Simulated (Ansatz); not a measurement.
# F₂H₃SSi₂ radical: basis-set convergence

The task here is to estimate one member of a computed series from the others.

Method: one geometry, several basis sets; program: Ansatz 0.2.0, Gaussian basis.

The runs, in order: PBE0-D4/def2-SVP; ωB97M-V/def2-SVP; PBE0-D4/def2-QZVPP; ωB97M-V/def2-QZVPP; the functionals' def2-TZVPP values are taken from earlier runs.

## The relaxed structure

An earlier PBE0-D4 in a triple-zeta def2 set relaxation fixed the geometry.

8 atoms, charge 0, spin multiplicity 2.

Atoms are counted from 1 here; the program's logs count them from 0.

Bond lengths: F1–Si2 1.586 Å, Si2–F3 1.584 Å, Si2–S4 2.104 Å, Si2–H6 1.470 Å, S4–Si5 2.148 Å, Si5–H7 1.488 Å, Si5–H8 1.486 Å. Angles: F1–Si2–F3 105.8°, F1–Si2–S4 110.9°, F1–Si2–H6 109.7°, F3–Si2–S4 111.4°, F3–Si2–H6 109.0°, S4–Si2–H6 109.9°, Si2–S4–Si5 99.4°, S4–Si5–H7 111.3°, S4–Si5–H8 104.8°, H7–Si5–H8 111.1°.

The first run:

The input, in.yaml:

```yaml
crystal:
  periodic: [false, false, false]
  atoms:
    - {symbol: F, position_ang: [-0.107672, 1.909788, -0.126208]}
    - {symbol: Si, position_ang: [-0.173566, 0.899042, 1.093975]}
    - {symbol: F, position_ang: [1.284067, 0.875991, 1.713562]}
    - {symbol: S, position_ang: [-0.766806, -1.015214, 0.453521]}
    - {symbol: Si, position_ang: [0.511421, -1.223280, -1.259559]}
    - {symbol: H, position_ang: [-1.114650, 1.403722, 2.104070]}
    - {symbol: H, position_ang: [0.125853, -0.274566, -2.338793]}
    - {symbol: H, position_ang: [0.333552, -2.632584, -1.696466]}
basis:
  gaussian: {orbitals: def2-SVP}
magnetization: {spin_polarized: true, initial_magnetization: 1}
hamiltonian: {xc: pbe0, dispersion: d4}
output: {orbitals: {seedname: orbitals}}
```

Started as:

```sh
> ansatz run in.yaml --threads 4 --pin off --events-out ev --progress --plain --max-ram 10444MiB
```

Steps of the session up to this table: PBE0-D4 in def2-SVP; ωB97M-V in def2-SVP; PBE0-D4 in def2-QZVPP; ωB97M-V in def2-QZVPP.

One of the session's tables, all rows but one given; the rest of the session is left out.

It belongs to the step «Density functionals: the series». 

```
functional       basis  HOMO (eV)  LUMO (eV)
   PBE0-D4    def2-SVP      -6.47      -2.91
   PBE0-D4  def2-TZVPP      -6.48      -2.92
   PBE0-D4  def2-QZVPP      -6.50      -2.94
   ωB97M-V    def2-SVP          ?          ?
   ωB97M-V  def2-TZVPP      -8.22      -1.32
   ωB97M-V  def2-QZVPP      -8.25      -1.37
```

Q: Estimate the row for ωB97M-V, def2-SVP from the others.

The run gave: HOMO (eV): -8.19; LUMO (eV): -1.24. In the column «HOMO (eV)» it lies between ωB97M-V, def2-TZVPP (-8.22) and PBE0-D4, def2-QZVPP (-6.50).
